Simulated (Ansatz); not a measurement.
# Au: the cost of one run

Program: Ansatz 0.2.0. Level of theory: DFT LDA, scalar-relativistic, plane waves, PAW. These are calculated values, not measurements.

3 further runs of the same task are left out: 3 set aside as unsound or not needed.

### 1 The starting structure

The structure is hexagonal, space group P6_3/mmc (No. 194). Conventional cell: a = 2.837 Å, b = 2.837 Å, c = 4.762 Å, α = 90.00°, β = 90.00°, γ = 120.00°. Au (site symmetry -6m2) is surrounded by 12 Au at 2.84 to 2.89 Å.

Coordinates:

```
Au
1.0
     1.41831   -2.45715    0.00000
     1.41831    2.45715    0.00000
     0.00000    0.00000    4.76197
Au
2
Direct
  0.66660 0.33340 0.25000
  0.33340 0.66660 0.75000
```

It goes back to an entry of the Materials Project, which need not be the stable form.

It is the result of an earlier relaxation at this level (volume 16.60 Å³/atom; gap on the mesh: none (metal)).

### 2 The cell under 3 GPa

What is minimised here is the enthalpy; the energy can go up as the cell is squeezed.

The input, input.yaml:

```yaml
crystal:
  lattice:
    - [1.4183127379, -2.4571513993, 0.0]
    - [1.4183127379, 2.4571513993, 0.0]
    - [0.0, 0.0, 4.7619670139]
  atoms:
    - { symbol: Au, position: [0.6665992177, 0.3334007823, 0.25] }
    - { symbol: Au, position: [0.3334007823, 0.6665992177, 0.75] }
basis:
  ecutwfc: 420
kpoints:
  mp_grid: { grid: [18, 18, 10] }
hamiltonian:
  xc: lda
scf:
  occupations: { method: fermi_dirac, width: 0.15 }
output:
  forces: true
  stress: true
  eigenvalues: true
relax:
  adjacent_minimum: "off"
  f_tol: 0.001
  max_steps: 60
  cell: { stress_tol: 0.02, p_target: 3.0 }
```

On the command line:

```console
ansatz run input.yaml --threads 1 --pin off --max-ram 3072MiB --backend cpu --events-out ev --progress --plain --runs-dir out
```

Q: Estimate wall time and peak memory on 1 thread of Arm Neoverse V2, shared host.

About 98 s, with a peak of 0.58 GiB.
